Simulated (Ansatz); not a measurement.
Here is an Ansatz input file for Na2BiWO6, space group Fm-3m. Write the same calculation for the Python package.

```yaml
crystal:
  lattice:
    - [0.0, 4.15171231, 4.15171231]
    - [4.15171231, 0.0, 4.15171231]
    - [4.15171231, 4.15171231, 0.0]
  atoms:
    - { symbol: Na, position: [0.25, 0.25, 0.25] }
    - { symbol: Na, position: [0.75, 0.75, 0.75] }
    - { symbol: Bi, position: [0.0, 0.0, 0.0] }
    - { symbol: W, position: [0.5, 0.5, 0.5] }
    - { symbol: O, position: [0.73367503, 0.26632497, 0.26632497] }
    - { symbol: O, position: [0.26632497, 0.73367503, 0.73367503] }
    - { symbol: O, position: [0.26632497, 0.73367503, 0.26632497] }
    - { symbol: O, position: [0.73367503, 0.26632497, 0.73367503] }
    - { symbol: O, position: [0.26632497, 0.26632497, 0.73367503] }
    - { symbol: O, position: [0.73367503, 0.73367503, 0.26632497] }
kpoints:
  mp_grid: { grid: [6, 6, 6] }
hamiltonian:
  pseudopotentials: { kind: paw }
scf:
  occupations: { method: fermi_dirac, width: 0.05 }
output:
  write_density: true
  write_potential: true
  volumetric_format: [xsf, npy]
  eigenvalues: true
```

On the command line:
```console
$ ansatz run input.yaml --threads 1 --pin off --max-ram 3072MiB --backend cpu --events-out ev --progress --plain --runs-dir out
Engine: ansatz 0.2.0, aarch64-unknown-linux-gnu
Pseudopotentials: kind: paw
Pseudopotential: Na, paw, valence charge 9, recommended cutoff 420 eV (normal), Na.paw.azcp
Pseudopotential: Bi, paw, valence charge 15, recommended cutoff 420 eV (normal), Bi.paw.azcp
Pseudopotential: W, paw, valence charge 14, recommended cutoff 420 eV (normal), W.paw.azcp
Pseudopotential: O, paw, valence charge 6, recommended cutoff 420 eV (normal), O.paw.azcp
Functional definition: PBE
  parameter kappa = 0.804
  parameter beta = 0.06672455060314922
  exchange = pbe_x(kappa = kappa, mu = beta*pi^2/3)
  correlation = pbe_c(beta = beta)
Crystal: 10 atoms, lattice volume = 143.124 Å³
Basis set: ecut = 420 eV, 2741 PW (Γ)
Bands: 52, of which v1, the nominal top of the filled ones, is band 42 counted from 1 (41 counted from 0)
Symmetry: 48 space group operations
Space group: Fm-3m (ITA 225), of the structure as read, at distance tolerance 5.2e-5 Å
k-points: 16 of 216
Non-local potential: Na, projectors of the file, l = 0: 3, l = 1: 2, l = 2: 1
Non-local potential: Bi, projectors of the file, l = 0: 2, l = 1: 2, l = 2: 2, l = 3: 2
Non-local potential: W, projectors of the file, l = 0: 3, l = 1: 2, l = 2: 2, l = 3: 1
Non-local potential: O, projectors of the file, l = 0: 2, l = 1: 2, l = 2: 1
PAW form: soft (Blöchl's): semilocal exchange-correlation on the pseudo side does not see the compensation charge
PAW one-centre angular grid: Na, 110 points (default); XC on 64 Gauss nodes
PAW one-centre angular grid: Bi, 590 points (default); XC on 64 Gauss nodes
PAW one-centre angular grid: W, 590 points (default); XC on 64 Gauss nodes
PAW one-centre angular grid: O, 110 points (default); XC on 64 Gauss nodes
Initial density: superposition of atomic densities (neutral atoms: chi_scale 0, normalization atom), corrected by the library's trained network
Initial wavefunctions: pseudopotential atomic-orbital guess
Functional: x = pbe(κ = 0.804, μ = 0.2195149727645171), c = pbe(β = 0.06672455060314922)
SCF iter   1: F=—  HF=-29160.375570 eV  |F-HF|=—  |Δ(HF+E_count)|=         —  Δρ=8.37e-3  dr2=5.19e-2  ethr=1.77e-3  ⟨swp⟩=6.2  Hψ=3093  notcnv=0  defer=4
preconditioner: auto → LDOS  [insulator: Δε(μ)=0.171 eV  Ē_g=17.053 eV  σ=0.050 eV  W_gap=0.64  n_scr=26 (ndim 8)  ℏωp=26.2 eV  f_vac=0.095  D(μ)=2.29/eV (n_scr^D=14)  ε∞_Penn≈3.4  β→1.0]
SCF iter   2: F=—  HF=-29160.365491 eV  |F-HF|=—  |Δ(HF+E_count)|=   1.01e-2  Δρ=3.83e-3  dr2=2.84e-2  ethr=6.25e-5  ⟨swp⟩=2.2  Hψ=1554  notcnv=0  defer=54
SCF iter   3: F=—  HF=-29160.359714 eV  |F-HF|=—  |Δ(HF+E_count)|=   5.78e-3  Δρ=1.12e-3  dr2=1.74e-3  ethr=3.42e-5  ⟨swp⟩=2.0  Hψ=1245  notcnv=0  defer=54
SCF iter   4: F=—  HF=-29160.359393 eV  |F-HF|=—  |Δ(HF+E_count)|=   3.21e-4  Δρ=3.84e-4  dr2=3.16e-4  ethr=2.10e-6  ⟨swp⟩=2.0  Hψ=1046  notcnv=0  defer=54
SCF iter   5: F=—  HF=-29160.359311 eV  |F-HF|=—  |Δ(HF+E_count)|=   8.15e-5  Δρ=2.92e-4  dr2=1.03e-4  ethr=3.81e-7  ⟨swp⟩=2.0  Hψ=1252  notcnv=0  defer=54
SCF iter   6: F=—  HF=-29160.359279 eV  |F-HF|=—  |Δ(HF+E_count)|=   3.23e-5  Δρ=4.31e-5  dr2=1.76e-6  ethr=1.24e-7  ⟨swp⟩=2.0  Hψ=1084  notcnv=0  defer=54
SCF iter   7: F=—  HF=-29160.359274 eV  |F-HF|=—  |Δ(HF+E_count)|=   5.35e-6  Δρ=8.31e-6  dr2=5.23e-8  ethr=1.20e-10  ⟨swp⟩=7.9  Hψ=3250  notcnv=0
SCF iter   8: F=-29160.359274 eV  HF=-29160.359274 eV  |F-HF|=8.11e-10  |Δ(HF+E_count)|=   1.02e-8  Δρ=1.58e-6  dr2=8.37e-10  ethr=6.30e-11  ⟨swp⟩=1.0  Hψ=2337  notcnv=0
SCF 1 converged in 8 iterations: F = -29160.359274 eV  dr2 = 8.37e-10
  greatest PAW one-centre occupation: 1.000 electrons in one spin orbital (limit 2), on the W atom at site 3 (counted from 0), in its partial waves of l = 0
SCF converged after 8 iterations
Free energy (F): -29160.359274 eV
Harris-Foulkes:  -29160.359274 eV  (|F-HF|=8.11e-10)
Internal energy: -29160.340842 eV  (E = F + TS)
E sigma→0 (E₀):  -29160.350058 eV
Entropy (-TS):   -0.018431 eV (-1.843 meV/atom)
Fermi energy:    6.937080 eV
--- Per-component energies (eV) ---
  E_band       = -847.375516
  E_kinetic    = 2033.778641
  E_local      = -7300.309877  (includes V_loc(G=0)·N_el)
  E_nonlocal   = 1082.723015
  E_hartree    = 2543.445281
  E_xc         = -935.645320
  E_vxc        = -1043.601665  (∫ρ·V_xc dr)
  E_paw        = -20701.207585  (= ΣΔE_a)
  E_vpaw       = -706.869396  (= ΣTr[D̂ρ^β])
  E_aug_tail   = 0.014039  (compensation charges beyond the density's cutoff)
  E_ewald      = -5883.139036
  E_smearing   = -0.018431  (= −TS)
  E_closure    = -0.000000  (closes the sum)
  Σ components = -29160.359274   (vs F -29160.359274, Δ=0.00e0)
--- Band table (eV; the first three rows and the last of 16) ---
  k-point 0: bands = ["-68.3754", "-44.1228", "-44.1225", "-32.5634", "-32.5634", "-32.5634", "-16.0358", "-16.0358", "-16.0358", "-16.0294", "-16.0294", "-16.0294", "-15.6062", "-15.6062", "-15.3475", "-15.3475", "-15.3475", "-11.5715", "-10.0766", "-10.0766", "-9.9817", "-9.9817", "-9.9817", "-3.4387", "2.0711", "2.0711", "2.2031", "2.2031", "2.2031", "2.3054", "2.3054", "2.3054", "5.2205", "5.2205", "5.2205", "5.3035", "5.3035", "5.3035", "6.0474", "6.2495", "6.2495", "6.2495", "9.3527", "9.3527", "9.3527", "10.9530", "13.0513", "13.0513", "13.0513", "13.1673", "15.0545", "15.0545"]
  k-point 1: bands = ["-68.3754", "-44.1228", "-44.1225", "-32.5634", "-32.5634", "-32.5634", "-16.0354", "-16.0354", "-16.0354", "-16.0306", "-16.0300", "-16.0300", "-15.6045", "-15.6045", "-15.3479", "-15.3476", "-15.3476", "-11.4885", "-10.2900", "-10.2900", "-10.1175", "-9.7528", "-9.7528", "-3.2363", "1.4148", "1.4148", "1.8762", "2.2709", "2.2709", "2.3475", "3.0635", "3.0635", "4.7110", "5.1183", "5.1183", "5.3009", "5.3009", "5.3538", "6.1273", "6.1273", "6.1874", "6.6896", "9.3155", "9.4391", "9.4391", "11.2119", "12.7077", "12.7077", "13.1515", "13.3848", "15.4431", "15.4431"]
  k-point 2: bands = ["-68.3754", "-44.1227", "-44.1226", "-32.5635", "-32.5634", "-32.5634", "-16.0347", "-16.0345", "-16.0345", "-16.0327", "-16.0314", "-16.0314", "-15.6011", "-15.6011", "-15.3485", "-15.3476", "-15.3476", "-11.2559", "-10.4679", "-10.4679", "-10.4495", "-9.5435", "-9.5435", "-2.7815", "0.8929", "0.8929", "1.2277", "2.4230", "2.4331", "2.4331", "3.8187", "3.8187", "4.1658", "4.8260", "4.8260", "5.4243", "5.4243", "5.4860", "5.8188", "5.8188", "6.0323", "7.5066", "9.1673", "9.5740", "9.5740", "11.8817", "12.2110", "12.2110", "13.2284", "14.0410", "15.9630", "15.9630"]
  k-point 15: bands = ["-68.3754", "-44.1227", "-44.1226", "-32.5634", "-32.5634", "-32.5634", "-16.0408", "-16.0379", "-16.0349", "-16.0312", "-16.0292", "-16.0282", "-15.6109", "-15.6026", "-15.3488", "-15.3481", "-15.3478", "-11.1055", "-10.6945", "-10.2539", "-10.0195", "-10.0044", "-9.6841", "-3.1655", "1.0208", "2.1428", "2.3988", "2.3999", "2.7471", "2.8091", "2.9824", "3.2283", "4.1691", "4.4499", "4.6113", "4.9047", "4.9882", "5.1416", "5.3868", "5.6644", "6.0626", "6.3684", "9.4685", "9.8795", "10.1414", "12.2833", "12.9769", "13.2460", "14.5361", "14.5741", "14.9452", "15.2341"]
```

Script `scf.py`:
```python
"""Self-consistent field of Na2BiWO6 at the given structure."""

from pathlib import Path
import sys
import warnings

import ansatz
from pymatgen.core import Lattice, Structure
from pymatgen.io.ase import AseAtomsAdaptor


def main() -> None:
    warnings.simplefilter("ignore", ansatz.DeckWarning)

    pmg_structure = Structure(
        Lattice([(0.0, 4.15171231, 4.15171231), (4.15171231, 0.0, 4.15171231), (4.15171231, 4.15171231, 0.0)]),
        ["Na", "Na", "Bi", "W", "O", "O", "O", "O", "O", "O"],
        [
            (0.25, 0.25, 0.25),
            (0.75, 0.75, 0.75),
            (0.0, 0.0, 0.0),
            (0.5, 0.5, 0.5),
            (0.73367503, 0.26632497, 0.26632497),
            (0.26632497, 0.73367503, 0.73367503),
            (0.26632497, 0.73367503, 0.26632497),
            (0.73367503, 0.26632497, 0.73367503),
            (0.26632497, 0.26632497, 0.73367503),
            (0.73367503, 0.73367503, 0.26632497),
        ],
    )
    cell = ansatz.Crystal.from_ase(AseAtomsAdaptor.get_atoms(pmg_structure))

    # settings of the run
    calculation = (
        cell.calculation()
        .pseudopotentials("paw")
        .occupations(ansatz.OccupationsMethod.FERMI_DIRAC, width=50 * ansatz.meV)
        .kpoints(mesh=(6, 6, 6))
        .density()
        .potential()
        .output_files(volumetric_format=["xsf", "npy"])
        .band_table()
    )
    try:
        res = calculation.run(threads=1)
    except ansatz.NonConvergedError as error:
        sys.exit(f"no convergence: {error}")
    except ansatz.RefusalError as error:
        sys.exit(f"input refused: {error}")
    r = res.report

    n_atoms = len(r["lattice"]["sites"])
    print("F =", round(r["free_energy_ev"], 4), "eV for", n_atoms, "atoms")
    print("E(sigma -> 0) =", round(r["energy_sigma0_ev"], 4), "eV, TS =", round(r["entropy_ts_ev"], 5), "eV")
    print("closed by", r["closed_by"], "after", r["n_iterations"], "iterations")

    folder = Path(res.write_results("volumes"))
    print(sorted(path.name for path in folder.iterdir()))
    head = (folder / "rho.xsf").read_text().split("BEGIN_BLOCK")[0]
    print(head)

    edges = r.get("band_edges_ev")
    if edges:
        print(f"band edges on the mesh: {edges[0]:.3f} and {edges[1]:.3f} eV, gap {edges[1] - edges[0]:.3f} eV")
    else:
        print("no band edges reported (a metal, or a gap too narrow for this smearing); Fermi level", round(r["fermi_energy_ev"], 3), "eV")

    # accept the result only where the loop met its thresholds and nothing is doubted
    problems = list(r["published_state_doubts"])
    if not r["converged"] or r.get("closed_by") != "deck_thresholds":
        problems.append("loop closed by " + str(r.get("closed_by")))
    print("accepted" if not problems else f"check before use: {problems}")


if __name__ == "__main__":
    main()
```

```console
$ python scf.py
F = -29160.3593 eV for 10 atoms
E(sigma -> 0) = -29160.3501 eV, TS = 0.01843 eV
closed by deck_thresholds after 8 iterations
['fields.json', 'rho.npy', 'rho.xsf', 'rho_z.tsv', 'v_es.npy', 'v_es.xsf', 'v_tot.npy', 'v_tot.xsf', 'v_z.tsv']
CRYSTAL
PRIMVEC
    0.000000    4.151712    4.151712
    4.151712    0.000000    4.151712
    4.151712    4.151712    0.000000
PRIMCOORD
   10    1
   11    2.075856    2.075856    2.075856
   11    6.227568    6.227568    6.227568
   83    0.000000    0.000000    0.000000
   74    4.151712    4.151712    4.151712
    8    2.211409    4.151712    4.151712
    8    6.092015    4.151712    4.151712
    8    4.151712    2.211409    4.151712
    8    4.151712    6.092015    4.151712
    8    4.151712    4.151712    2.211409
    8    4.151712    4.151712    6.092015

no band edges reported (a metal, or a gap too narrow for this smearing); Fermi level 6.937 eV
accepted
```

Reading the output:
- Total energies depend on the potentials; only differences at equal settings carry meaning. A total without «per atom» is that of the cell as typed.
- The cell holds an odd number of electrons and is run without spin, so a magnetic state may lie lower.
- The mesh is modest for a metal, so energies can be off by several to tens of meV an atom and pressures by half a GPa or more; differences at equal mesh fare better.
- Only differences from the Fermi energy are physical; the zero of the scale is a convention.
- No functional is typed, so the default, PBE, holds.
- The fields are valence quantities on the plane-wave grid; their values near the nuclei depend on the potentials.
- The structure comes from a database of computed cells and needn't be a stable or known phase.
- Levels are Kohn-Sham eigenvalues on this mesh, without spin-orbit coupling.
- The whole script took 9.5 s on 1 thread of Arm Neoverse V1, with other jobs on the host, peak memory 0.54 GiB.

(Lines on the test bed's own set-up are left out of the output.)
